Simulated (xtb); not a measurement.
# C2H2ClGe (SMILES [C]#[C][GeH2][Cl]) at GFN2-xTB

Wanted: a structure relaxation of C2H2ClGe. 

Program for the calculation: xtb 6.7.1.

5 further runs of the same task are left out: 5 set aside as unsound or not needed.

**1. The molecule**

The species is C2H2ClGe (6 atoms), meant as a doublet with charge 0. SMILES: `[C]#[C][GeH2][Cl]`. The shape comes from GFN2-xTB, which is rough for such elements, and wasn't checked as a minimum. The run starts from this shape.

Bond lengths: C1–C2 1.199 Å, C2–Ge3 1.922 Å, Ge3–Cl4 2.087 Å, Ge3–H5 1.512 Å, Ge3–H6 1.512 Å. Angles: C1–C2–Ge3 178.3°, C2–Ge3–Cl4 107.6°, C2–Ge3–H5 108.0°, C2–Ge3–H6 107.9°, Cl4–Ge3–H5 110.4°, Cl4–Ge3–H6 110.5°, H5–Ge3–H6 112.3°.

**2. A structure relaxation at GFN2-xTB**

input.xyz reads:

```xyz
6
start
C      0.67428000    -2.22206000     1.03244000
C      0.40313000    -1.14680000     0.57739000
Ge    -0.04930000     0.55173000    -0.19988000
Cl    -1.94005000     0.36685000    -1.06301000
H      0.98406000     0.87114000    -1.25591000
H     -0.07211000     1.57914000     0.90897000
```

Run with:

```sh
$ xtb input.xyz --uhf 1 -o vtight > run.log 2> xtb.err
```

**Question.** What will come out? Wanted: total energy at the end; dipole moment; HOMO energy; LUMO energy; dispersion energy; mean polarisability.

Computed results:

Level: GFN2-xTB.

| quantity | value |
| --- | --- |
| total energy at the end | -11.63125 Eh |
| dipole moment | 2.02 D |
| HOMO energy (partly filled) | -10.62 eV |
| LUMO energy | -5.72 eV |
| dispersion energy | -10.20 kJ/mol |
| mean polarisability (D4 model) | 63.6 bohr³ |

**Reading.** At the final geometry: Bond lengths: C1–C2 1.199 Å, C2–Ge3 1.922 Å, Ge3–Cl4 2.087 Å, Ge3–H5 1.511 Å, Ge3–H6 1.511 Å. Angles: C1–C2–Ge3 178.3°, C2–Ge3–Cl4 107.7°, C2–Ge3–H5 107.9°, C2–Ge3–H6 108.0°, Cl4–Ge3–H5 110.4°, Cl4–Ge3–H6 110.4°, H5–Ge3–H6 112.2°. The optimisation took 14 steps and changed the energy by -0.000 eV. Mulliken charges run from -0.11 on Cl4 to +0.21 on Ge3.
